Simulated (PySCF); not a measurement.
# Solver options tried on SbN2⁻

Do solver options change the result for SbN2⁻, or only the number of cycles?

Program: PySCF 2.14.0. Level of theory: method and basis as typed in the scripts. These are calculated values, not measurements.

3 further runs of the same task are left out: 1 for a known fault of the program, 2 that didn't finish.

**1. The system as given**

SbN2⁻: 3 atoms, charge -1, spin multiplicity 1.

Bond lengths: Sb1–N2 1.806 Å, Sb1–N3 1.806 Å. Angles: N2–Sb1–N3 180.0°.

**2. The run that the others are compared with**

The input, input.py:

```python
from pyscf import gto, scf, mp

mol = gto.M(
    atom='Sb 0 0 0; N 0 0 1.8065; N 0 0 -1.8065',
    basis='x2c-svpall',
    charge=-1,
    spin=0,
    verbose=4,
)
mf = scf.RHF(mol)
mf = mf.sfx2c1e()
mf.kernel()
mp.MP2(mf, frozen=20).kernel()
mf.dip_moment()
print('orbital energies (hartree):', mf.mo_energy[..., max(0, mol.nelec[1]-3):mol.nelec[0]+3].round(4))
```

Launch:

```console
> OMP_NUM_THREADS=1 python input.py
```

Its log is not repeated here.

Base result: E(SCF) = -6585.956282 Eh, 9 cycles, E(MP2) − E(SCF) = -0.54451 Eh.

The dipole of an ion depends on the origin.

**3. DIIS space 4**

Variant 1 changes DIIS space: default → 4.

The input, input.py:

```python
from pyscf import gto, scf, mp

mol = gto.M(
    atom='Sb 0 0 0; N 0 0 1.8065; N 0 0 -1.8065',
    basis='x2c-svpall',
    charge=-1,
    spin=0,
    verbose=4,
)
mf = scf.RHF(mol)
mf = mf.sfx2c1e()
mf.diis_space = 4
mf.kernel()
mp.MP2(mf, frozen=20).kernel()
mf.dip_moment()
print('orbital energies (hartree):', mf.mo_energy[..., max(0, mol.nelec[1]-3):mol.nelec[0]+3].round(4))
```

Launch:

```console
> OMP_NUM_THREADS=1 python input.py
```

**4. Damping 0.8**

Variant 2 changes damping: none → 0.8.

input.py, as its differences from that of step 2:

```diff
@@ -11,2 +11,4 @@
 mf = mf.sfx2c1e()
+mf.damp = 0.8
+mf.diis_start_cycle = 8
 mf.kernel()
```

**5. Point-group symmetry on**

Variant 3 changes point-group symmetry: off → on.

input.py, as its differences from that of step 2:

```diff
@@ -7,2 +7,3 @@
     spin=0,
+    symmetry=True,
     verbose=4,
```

**Question.** What will these runs give? Wanted: for each run, E(SCF); from base; gap; after the SCF.

The runs gave:

```csv
run,E(SCF) (hartree),from base (eV),cycles,gap (eV),after the SCF
base,-6585.956282,0,9,10.20,"MP2 correlation -14.817 eV, core frozen"
DIIS space 4,-6585.956282,0.0000,10,10.20,"MP2 correlation -14.817 eV, core frozen"
damping 0.8,-6585.956282,0.0000,15,10.20,"MP2 correlation -14.817 eV, core frozen"
point-group symmetry on,-6585.956282,0.0000,9,10.20,"MP2 correlation -14.817 eV, core frozen"
```

Distance from each run's final energy (log10 hartree) by cycle:

```csv
run,cycle 1,cycle 2,cycle 3,cycle 5,cycle 8,cycle 12
base,-1.1,-1.2,-3.2,-5.6,-9.1,done
DIIS space 4,-1.1,-1.2,-3.2,-5.6,-8.6,done
damping 0.8,-1.1,-1.6,-1.9,-2.4,-3.6,-7.3
point-group symmetry on,-1.1,-1.2,-3.2,-5.6,-9.1,done
```

The SCF energy stays the same, to the digits that matter, with DIIS space 4 or damping 0.8 or point-group symmetry on. The base needs 9 cycles and the run with damping 0.8 needs 15.
